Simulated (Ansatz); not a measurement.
# GeH₉NSi₂: one species, many methods

One table from this session's results is given with a row withheld; the runs are named, their logs left out.

The runs use Ansatz 0.2.0, Gaussian basis; functionals in def2-TZVPP, the program's frozen cores in correlated methods.

Plan: LDA (SPW92), PBE-D4, revPBE-D4, BLYP-D4, r2SCAN-D4, B97M-V, PBE0-D4, B3LYP-D4, r2SCANh-D4, r2SCAN0-D4, HSE06-D4, BHLYP-D4, CAM-B3LYP-D4, LC-ωPBE, ωB97X-V, ωB97M-V, B2PLYP, PBE-QIDH; CCSD(T)/def2-SVP; CCSD(T)/def2-TZVPP; MP2/def2-QZVPP; extrapolation to the limit; RPA on PBE.

**The geometry**

All runs share one geometry, relaxed beforehand with PBE0-D4 in a triple-zeta def2 set.

SMILES `[SiH3][N]([SiH3])[GeH3]`, 13 atoms, charge 0, spin multiplicity 1.

Atoms are counted from 1 here; the program's logs count them from 0.

Bond lengths: Si1–N2 1.728 Å, Si1–H5 1.490 Å, Si1–H6 1.486 Å, Si1–H7 1.489 Å, N2–Si3 1.728 Å, N2–Ge4 1.858 Å, Si3–H8 1.490 Å, Si3–H9 1.489 Å, Si3–H10 1.485 Å, Ge4–H11 1.537 Å, Ge4–H12 1.537 Å, Ge4–H13 1.537 Å. Angles: N2–Si1–H5 112.2°, N2–Si1–H6 108.7°, N2–Si1–H7 110.2°, H5–Si1–H6 108.8°, H5–Si1–H7 107.2°, H6–Si1–H7 109.7°, Si1–N2–Si3 124.1°, Si1–N2–Ge4 118.0°, Si3–N2–Ge4 117.7°, N2–Si3–H8 112.6°, N2–Si3–H9 108.7°, N2–Si3–H10 109.8°, H8–Si3–H9 107.4°, H8–Si3–H10 108.5°, H9–Si3–H10 109.8°, N2–Ge4–H11 107.2°, N2–Ge4–H12 108.4°, N2–Ge4–H13 109.6° and more.

The first run:

File in.yaml:

```yaml
crystal:
  periodic: [false, false, false]
  atoms:
    - {symbol: Si, position_ang: [-0.721186, 1.366435, -0.848539]}
    - {symbol: N, position_ang: [0.026055, 0.075082, 0.023080]}
    - {symbol: Si, position_ang: [0.523720, 0.181022, 1.674345]}
    - {symbol: Ge, position_ang: [0.208921, -1.564336, -0.831260]}
    - {symbol: H, position_ang: [-2.179020, 1.138574, -1.052916]}
    - {symbol: H, position_ang: [-0.537377, 2.627317, -0.083940]}
    - {symbol: H, position_ang: [-0.102596, 1.503000, -2.196081]}
    - {symbol: H, position_ang: [-0.527554, -0.287347, 2.620638]}
    - {symbol: H, position_ang: [1.718132, -0.686862, 1.870895]}
    - {symbol: H, position_ang: [0.863761, 1.587946, 2.008063]}
    - {symbol: H, position_ang: [-0.762525, -1.565695, -2.022070]}
    - {symbol: H, position_ang: [-0.147561, -2.675720, 0.169185]}
    - {symbol: H, position_ang: [1.657732, -1.734215, -1.316399]}
basis:
  gaussian: {orbitals: def2-TZVPP}
hamiltonian: {xc: lda}
output: {orbitals: {seedname: orbitals}}
```

Run with:

```bash
> ansatz run in.yaml --threads 4 --pin off --events-out ev --progress --plain --max-ram 10444MiB
```

Steps of the session up to this table: LDA; PBE-D4 (GGA); revPBE-D4 (GGA); BLYP-D4 (GGA); r2SCAN-D4 (meta-GGA); B97M-V (meta-GGA); B3LYP-D4 (hybrid); r2SCANh-D4 (hybrid); r2SCAN0-D4 (hybrid); HSE06-D4 (hybrid); BHLYP-D4 (hybrid); CAM-B3LYP-D4 (range-separated); LC-ωPBE (range-separated); ωB97X-V (range-separated); ωB97M-V (range-separated); B2PLYP (double hybrid); PBE-QIDH (double hybrid).

One table of the session follows, with a row left open; its other results are not shown here.

It belongs to the step «Orbital energies across the functionals». 

```
  functional  HOMO (eV)  gap (eV)
 LDA (SPW92)      -6.24      4.75
      PBE-D4      -6.18      4.97
   revPBE-D4      -6.15      5.07
     BLYP-D4      -6.06      5.04
   r2SCAN-D4      -6.47      5.57
      B97M-V      -6.67      5.57
     PBE0-D4      -7.46      7.11
    B3LYP-D4      -7.25      6.73
  r2SCANh-D4      -6.95      6.34
  r2SCAN0-D4      -7.67      7.48
    HSE06-D4          ?         ?
    BHLYP-D4      -8.67      9.25
CAM-B3LYP-D4      -8.79      9.49
     LC-ωPBE     -10.14     11.97
     ωB97X-V      -9.82     11.48
     ωB97M-V      -9.71     11.09
```

**Question.** Estimate the row for HSE06-D4.

**Answer.** HOMO (eV): -7.07; gap (eV): 6.34. In the column «HOMO (eV)» it lies between B3LYP-D4 (-7.25) and r2SCANh-D4 (-6.95).
